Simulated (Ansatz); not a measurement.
# C₆H₁₆Cl₂HfN₂: how energies converge with the basis set

An exercise on one series of results from a longer session: the logs are not shown, and one member is left open.

Computed with Ansatz 0.2.0, Gaussian basis. Level: one geometry, several basis sets.

The runs, in order: PBE0-D4/def2-SVP; ωB97M-V/def2-SVP; PBE0-D4/def2-QZVPP; ωB97M-V/def2-QZVPP; the functionals' def2-TZVPP values are taken from earlier runs.

## Structure used throughout

All runs share one geometry, relaxed beforehand with PBE0-D4 in a triple-zeta def2 set. Hf takes the def2 core potential; no spin-orbit term is included.

SMILES `CC(C)[NH][Hf]([Cl])([Cl])[NH]C(C)C`, 27 atoms, charge 0, spin multiplicity 1.

Atoms are counted from 1 here; the program's logs count them from 0.

Bond lengths: C1–C2 1.516 Å, C1–H12 1.093 Å, C1–H13 1.093 Å, C1–H14 1.092 Å, C2–C3 1.522 Å, C2–N4 1.456 Å, C2–H15 1.100 Å, C3–H16 1.093 Å, C3–H17 1.093 Å, C3–H18 1.093 Å, N4–Hf5 2.013 Å, N4–H19 1.019 Å, Hf5–Cl6 2.373 Å, Hf5–Cl7 2.365 Å, Hf5–N8 2.010 Å, N8–C9 1.455 Å, N8–H20 1.016 Å, C9–C10 1.518 Å and more. Angles: C2–C1–H12 110.9°, C2–C1–H13 111.2°, C2–C1–H14 110.2°, H12–C1–H13 108.1°, H12–C1–H14 108.2°, H13–C1–H14 108.1°, C1–C2–C3 111.2°, C1–C2–N4 110.9°, C1–C2–H15 107.4°, C3–C2–N4 111.1°, C3–C2–H15 107.8°, N4–C2–H15 108.2°, C2–C3–H16 111.1°, C2–C3–H17 110.4°, C2–C3–H18 111.0°, H16–C3–H17 107.9°, H16–C3–H18 107.9°, H17–C3–H18 108.4° and more.

The first run:

Contents of in.yaml:

```yaml
crystal:
  periodic: [false, false, false]
  atoms:
    - {symbol: C, position_ang: [-1.131402, -2.006220, -0.077062]}
    - {symbol: C, position_ang: [-2.285168, -1.053959, 0.169689]}
    - {symbol: C, position_ang: [-2.537259, -0.868685, 1.659621]}
    - {symbol: N, position_ang: [-2.052541, 0.224519, -0.486155]}
    - {symbol: Hf, position_ang: [-0.655334, 1.218747, -1.539487]}
    - {symbol: Cl, position_ang: [-0.781245, 3.487115, -0.854596]}
    - {symbol: Cl, position_ang: [-1.085751, 0.946100, -3.849318]}
    - {symbol: N, position_ang: [1.132385, 0.349225, -1.239969]}
    - {symbol: C, position_ang: [2.029707, 0.270240, -0.097798]}
    - {symbol: C, position_ang: [1.449085, 1.054219, 1.065692]}
    - {symbol: C, position_ang: [3.423058, 0.764667, -0.453621]}
    - {symbol: H, position_ang: [-0.206874, -1.621276, 0.360141]}
    - {symbol: H, position_ang: [-0.964338, -2.154859, -1.146449]}
    - {symbol: H, position_ang: [-1.341706, -2.978729, 0.372639]}
    - {symbol: H, position_ang: [-3.185899, -1.506161, -0.270524]}
    - {symbol: H, position_ang: [-3.373937, -0.187834, 1.835733]}
    - {symbol: H, position_ang: [-1.653313, -0.447740, 2.146352]}
    - {symbol: H, position_ang: [-2.773368, -1.822550, 2.138444]}
    - {symbol: H, position_ang: [-2.877889, 0.811231, -0.369612]}
    - {symbol: H, position_ang: [1.522567, -0.139287, -2.040636]}
    - {symbol: H, position_ang: [2.111929, -0.782862, 0.212866]}
    - {symbol: H, position_ang: [0.444935, 0.701436, 1.321980]}
    - {symbol: H, position_ang: [2.072944, 0.948406, 1.955001]}
    - {symbol: H, position_ang: [1.388203, 2.119464, 0.823370]}
    - {symbol: H, position_ang: [3.387486, 1.817259, -0.746128]}
    - {symbol: H, position_ang: [3.841557, 0.194413, -1.287037]}
    - {symbol: H, position_ang: [4.102145, 0.663111, 0.396855]}
basis:
  gaussian: {orbitals: def2-SVP}
hamiltonian: {xc: pbe0, dispersion: d4}
output: {orbitals: {seedname: orbitals}}
```

Run with:

```
$ ansatz run in.yaml --threads 11 --pin off --events-out ev --progress --plain --max-ram 174080MiB --backend cpu
```

Steps of the session up to this table: PBE0-D4 in def2-SVP; ωB97M-V in def2-SVP; PBE0-D4 in def2-QZVPP; ωB97M-V in def2-QZVPP.

One table of the session follows, with a row left open; its other results are not shown here.

It belongs to the step «Functionals by basis». 

```
functional       basis  HOMO (eV)
   PBE0-D4    def2-SVP      -6.92
   PBE0-D4  def2-TZVPP      -6.97
   PBE0-D4  def2-QZVPP      -6.99
   ωB97M-V    def2-SVP      -9.18
   ωB97M-V  def2-TZVPP          ?
   ωB97M-V  def2-QZVPP      -9.27
```

Estimate the missing values for ωB97M-V, def2-TZVPP.

As computed: HOMO (eV): -9.24. In the column «HOMO (eV)» it lies between ωB97M-V, def2-QZVPP (-9.27) and ωB97M-V, def2-SVP (-9.18).
